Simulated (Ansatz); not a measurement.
Write a Python script for Ansatz 0.2.0, Python API that makes a comparison of enthalpies under pressure of two structures of P. Level of theory (first run): PBEsol, PAW, cutoff 272 eV, Gaussian smearing of 0.02 eV.

`transition.py`:
```python
import ansatz as az
import numpy as np


def fcc(first, a):
    return (
        az.Lattice.fcc(a)
        .space_group(225)
        .atom(first, (0, 0, 0))
        .primitive()
    )


def hcp(a_site, a):
    return (
        az.Lattice.from_parameters(a, a, 1.633 * a, alpha=90, beta=90, gamma=120)
        .space_group(194)
        .atom(a_site, (1 / 3, 2 / 3, 0.25))
    )


def run_phase(name, crystal, pressure=0.0):
    calc = (
        crystal.calculation()
        .functional('pbesol')
        .basis(20 * az.Ry)
        .scf(tolerance=1e-08)
        .kpoints(spacing=0.3)
        .occupations('gaussian', width=0.02)
    )
    calc = calc.relax(force_tolerance=0.02, cell=True, pressure=pressure)
    return calc.run()


def volume_per_atom(outcome):
    return abs(np.linalg.det(outcome.lattice.cell_ang)) / len(outcome.lattice.sites)

phases = {}
phases['fcc'] = fcc('P', 3.88)
phases['hcp'] = hcp('P', 2.75)

pressures = [0, 15, 30, 45]
enthalpy, volume = {name: [] for name in phases}, {name: [] for name in phases}
for p in pressures:
    for name, crystal in phases.items():
        o = run_phase(name, crystal, pressure=p)
        volume[name].append(volume_per_atom(o))
        enthalpy[name].append(o.report['energy_sigma0_ev'] / len(o.lattice.sites) + p * volume[name][-1] / 160.21766)
gap = np.array(enthalpy['hcp']) - np.array(enthalpy['fcc'])
rows = [(p, va, vb, 1000 * d) for p, va, vb, d in zip(pressures, volume['fcc'], volume['hcp'], gap)]
print('   P (GPa)  V fcc (A^3/atom)  V hcp (A^3/atom)  H(hcp) - H(fcc) (meV/atom)')
for row in rows:
    print(f'{row[0]:10d}  {row[1]:16.3f}  {row[2]:16.3f}  {row[3]:+26.1f}')
crossings = [p0 - g0 * (p1 - p0) / (g1 - g0) for p0, p1, g0, g1 in zip(pressures, pressures[1:], gap, gap[1:]) if g0 * g1 < 0]
print('crossing near', [round(float(p), 1) for p in crossings], 'GPa') if crossings else print('no crossing in this range')
```

```console
$ python transition.py
DeckWarning: basis.ecutwfc = 272.11386245988 eV is below the records' recommended 420 eV, and the density's cutoff is lower with it unless basis.ecutrho_ratio is high enough to keep the records' density cutoff: compare with a run at a higher cutoff
DeckWarning: relax.cell: scf.convergence.dr2_threshold = 1e-8 eV is looser than the 1e-10 eV advised for a relaxation that steers and ends on the stress (1e-10 eV for each atom of the cell: 1). What [...]
DeckWarning: relax.cell: scf.convergence.dr2_threshold = 1e-8 eV is looser than the 2e-10 eV advised for a relaxation that steers and ends on the stress (1e-10 eV for each atom of the cell: 2). What [...]
   P (GPa)  V fcc (A^3/atom)  V hcp (A^3/atom)  H(hcp) - H(fcc) (meV/atom)
         0            13.986            13.853                       -56.2
        15            12.608            12.413                       -75.6
        30            11.550            11.497                       -85.9
        45            10.877            10.791                       -90.9
no crossing in this range
```
(Warnings from the package without file and line, shortened.)

These settings explore the input space; cutoff and mesh may be short of convergence. The cutoff lies under the one recommended for these potentials. Under the recommended cutoff a pressure can be off by several GPa, even in sign. At a fixed pressure a relaxation lowers the enthalpy F + PV, while F alone can rise. Only these two structures are compared, at zero temperature and with their symmetry kept; either may be hypothetical, and another phase may be lower than both. Differences under about 40 meV an atom lie within the error of mesh and functional. The cells are prototypes set up for this calculation and needn't exist. The whole script took 35 s on 1 thread of Arm Neoverse V1 (shared host), peak memory 0.33 GiB.

(Lines on the test bed's own set-up are left out of the output.)
